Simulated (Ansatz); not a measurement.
**C2H5F3OSi: small, medium and large basis sets**

An exercise on one series of results from a longer session: the logs are not shown, and one member is left open.

The runs use Ansatz 0.2.0, Gaussian basis; one geometry, several basis sets.

The runs, in order: PBE0-D4/def2-SVP; ωB97M-V/def2-SVP; PBE0-D4/def2-QZVPP; ωB97M-V/def2-QZVPP; the functionals' def2-TZVPP values are taken from earlier runs.

## The relaxed structure

An earlier PBE0-D4 in a triple-zeta def2 set relaxation fixed the geometry.

SMILES `CCO[Si](F)(F)F`, 12 atoms, charge 0, spin multiplicity 1.

Atoms are counted from 1 here; the program's logs count them from 0.

Bond lengths: C1–C2 1.505 Å, C1–H8 1.091 Å, C1–H9 1.092 Å, C1–H10 1.091 Å, C2–O3 1.427 Å, C2–H11 1.095 Å, C2–H12 1.095 Å, O3–Si4 1.596 Å, Si4–F5 1.574 Å, Si4–F6 1.567 Å, Si4–F7 1.574 Å. Angles: C2–C1–H8 110.6°, C2–C1–H9 110.0°, C2–C1–H10 110.6°, H8–C1–H9 108.5°, H8–C1–H10 108.5°, H9–C1–H10 108.5°, C1–C2–O3 108.9°, C1–C2–H11 110.7°, C1–C2–H12 110.7°, O3–C2–H11 109.2°, O3–C2–H12 109.1°, H11–C2–H12 108.0°, C2–O3–Si4 126.9°, O3–Si4–F5 112.3°, O3–Si4–F6 108.5°, O3–Si4–F7 112.3°, F5–Si4–F6 108.5°, F5–Si4–F7 106.6° and more.

The first run:

in.yaml

```yaml
crystal:
  periodic: [false, false, false]
  atoms:
    - {symbol: C, position_ang: [-0.081329, -1.768304, 0.784332]}
    - {symbol: C, position_ang: [0.481066, -0.581455, 0.048651]}
    - {symbol: O, position_ang: [-0.504450, 0.449758, 0.011289]}
    - {symbol: Si, position_ang: [-0.354325, 1.894091, -0.650576]}
    - {symbol: F, position_ang: [0.809730, 2.730639, -0.000481]}
    - {symbol: F, position_ang: [-1.698644, 2.673365, -0.451374]}
    - {symbol: F, position_ang: [-0.045106, 1.815277, -2.191910]}
    - {symbol: H, position_ang: [-0.348794, -1.495734, 1.806649]}
    - {symbol: H, position_ang: [0.659876, -2.569728, 0.821498]}
    - {symbol: H, position_ang: [-0.973913, -2.144663, 0.281697]}
    - {symbol: H, position_ang: [1.378356, -0.204007, 0.550188]}
    - {symbol: H, position_ang: [0.754531, -0.854241, -0.975963]}
basis:
  gaussian: {orbitals: def2-SVP}
hamiltonian: {xc: pbe0, dispersion: d4}
output: {orbitals: {seedname: orbitals}}
```

Started as:

```sh
$ ansatz run in.yaml --threads 4 --pin off --events-out ev --progress --plain --max-ram 11315MiB
```

Steps of the session up to this table: PBE0-D4 in def2-SVP; ωB97M-V in def2-SVP; PBE0-D4 in def2-QZVPP; ωB97M-V in def2-QZVPP.

One of the session's tables, all rows but one given; the rest of the session is left out.

It belongs to the step «Density functionals: the series». 

| functional | basis | HOMO (eV) | LUMO (eV) |
| --- | --- | --- | --- |
| PBE0-D4 | def2-SVP | ? | ? |
| PBE0-D4 | def2-TZVPP | -9.18 | 0.83 |
| PBE0-D4 | def2-QZVPP | -9.21 | 0.41 |
| ωB97M-V | def2-SVP | -11.51 | 2.95 |
| ωB97M-V | def2-TZVPP | -11.59 | 2.38 |
| ωB97M-V | def2-QZVPP | -11.62 | 1.67 |

Q: Estimate the row for PBE0-D4, def2-SVP from the others.

As computed: HOMO (eV): -9.12; LUMO (eV): 1.20. In the column «HOMO (eV)» it is the highest.
